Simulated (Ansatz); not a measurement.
# AsH3 (arsine): CCSDT(Q)/STO-3G

Aim: the vertical singlet–triplet gap of AsH3 (arsine) at CCSDT(Q)/STO-3G, from 2 runs. 

Program for the calculation: Ansatz 0.2.0.

29 further runs of the same task are left out: 1 that didn't finish, 28 set aside as unsound or not needed.

## (1) The molecule

AsH3: 4 atoms, total charge 0, spin state singlet. SMILES: `[AsH3]`. The shape is that of a PBE0-D4/def2-TZVP optimisation.

Bond lengths: As1–H2 1.522 Å, As1–H3 1.522 Å, As1–H4 1.522 Å. Angles: H2–As1–H3 92.0°, H2–As1–H4 92.0°, H3–As1–H4 92.0°.

## (2) The energy at CCSDT(Q)/STO-3G

molecule.yaml

```yaml
basis:
  gaussian:
    orbitals: STO-3G
crystal:
  periodic: [false, false, false]
  atoms:
    - {symbol: As, position_ang: [-0.215800, 0.487600, -0.346000]}
    - {symbol: H, position_ang: [0.349900, 0.630300, 1.059400]}
    - {symbol: H, position_ang: [-1.068000, -0.705500, 0.061100]}
    - {symbol: H, position_ang: [0.933900, -0.412500, -0.774500]}
correlation:
  method: ccsdt_q
  frozen_orbitals: {As: 9, H: 0}
accuracy: high
scf:
  omitted_lower_state_checks: [cluster_reference, increment]
```

On the command line:

```sh
$ ansatz run molecule.yaml --threads 1 --pin off --max-ram 2610MiB --events-out events.jsonl --progress --plain --runs-dir runs
```

The log of the run (excerpt; [...] marks lines left out):

```text
Warning: RAYON_NUM_THREADS=1 ignored (pool sized by the plan → 1); use --threads N
Functional definition: HF
  name "HF"
[...]
262 factors; integrals over basis functions are off by at most 1.8e-8 eV
[...]
mean field -60164.59239043 eV, -2211.0079893230 hartree, gradient 1.3e-8 eV, S^2 0.000000; 0 other end points of the search recorded, 0 dependent functions left out
9 core orbitals not correlated: weight in the atoms' cores, before any rotation towards them, 1.000 or more for the frozen orbitals, at most 0.000 for the correlated occupied ones
reference -60164.59239043 eV, -2211.0079893230 hartree; 9, 9 occupied and 3, 3 virtual orbitals, 262 factors
second order -1.08061574 eV of doubles, -0.00000000 eV of singles
cycle   1  -1.43496831 eV  change   -3.5e-1 eV  update   5.2e-2
[...]
cycle  17  -1.64775842 eV  change   -1.0e-9 eV  update   1.6e-9
perturbative correction -0.00007658 eV, -0.0000028141 hartree
Total energy: -60166.24022543 eV, -2211.0685461422 hartree
Checks for a lower state left out: cluster_reference, increment
```

It took 0.22 s on 1 thread of Intel Xeon Platinum 8488C (Sapphire Rapids), shared host.

## (3) The triplet

input.yaml

```yaml
crystal:
  periodic: [false, false, false]
  atoms:
    - {symbol: As, position_ang: [-0.215800, 0.487600, -0.346000]}
    - {symbol: H, position_ang: [0.349900, 0.630300, 1.059400]}
    - {symbol: H, position_ang: [-1.068000, -0.705500, 0.061100]}
    - {symbol: H, position_ang: [0.933900, -0.412500, -0.774500]}
basis:
  gaussian:
    orbitals: STO-3G
magnetization:
  spin_polarized: true
  initial_magnetization: 2
correlation:
  method: ccsdt_q
  frozen_orbitals: {As: 9, H: 0}
accuracy: high
scf:
  omitted_lower_state_checks: [cluster_reference, increment]
```

On the command line:

```sh
$ ansatz run input.yaml --threads 1 --pin off --max-ram 2610MiB --events-out events.jsonl --progress --plain --runs-dir runs
```

The log of the run (excerpt; [...] marks lines left out):

```text
Warning: RAYON_NUM_THREADS=1 ignored (pool sized by the plan → 1); use --threads N
Functional definition: HF
  name "HF"
[...]
262 factors; integrals over basis functions are off by at most 1.8e-8 eV
[...]
mean field -60155.88441524 eV, -2210.6879771372 hartree, gradient 2.4e-8 eV, S^2 2.013033; 7 other end points of the search recorded, 0 dependent functions left out
9 core orbitals not correlated: weight in the atoms' cores, before any rotation towards them, 1.000 or more for the frozen orbitals, at most 0.000 for the correlated occupied ones
reference -60155.88441524 eV, -2210.6879771372 hartree; 10, 8 occupied and 2, 4 virtual orbitals, 262 factors
second order -0.77276977 eV of doubles, -0.00000000 eV of singles
cycle   1  -1.06743938 eV  change   -2.9e-1 eV  update   5.5e-2
[...]
cycle  56  -1.39330101 eV  change  -8.4e-10 eV  update  7.7e-10
perturbative correction -0.00037594 eV, -0.0000138155 hartree
Total energy: -60157.27809219 eV, -2210.7391938202 hartree
Checks for a lower state left out: cluster_reference, increment
```

It took 1 s on 1 thread of Intel Xeon Platinum 8488C (Sapphire Rapids), shared host; peak memory 0.11 GiB.

## (4) What came out

Level: CCSDT(Q)/STO-3G, 9 core orbitals frozen.

```
                                            quantity           value
                               singlet: total energy  -2211.06855 Eh
singlet: correlation energy (9 core orbitals frozen)       -60.6 mEh
                              singlet: T1 diagnostic           0.004
                               triplet: total energy  -2210.73919 Eh
triplet: correlation energy (9 core orbitals frozen)       -51.2 mEh
          triplet: ⟨S²⟩ of the reference determinant           2.013
                              triplet: T1 diagnostic           0.023
    vertical energy of the triplet above the singlet        8.962 eV
```

What this shows: At this shape the triplet lies 8.96 eV (865 kJ/mol) above the singlet. In a minimal basis such a difference can be off by several eV, whatever the method.
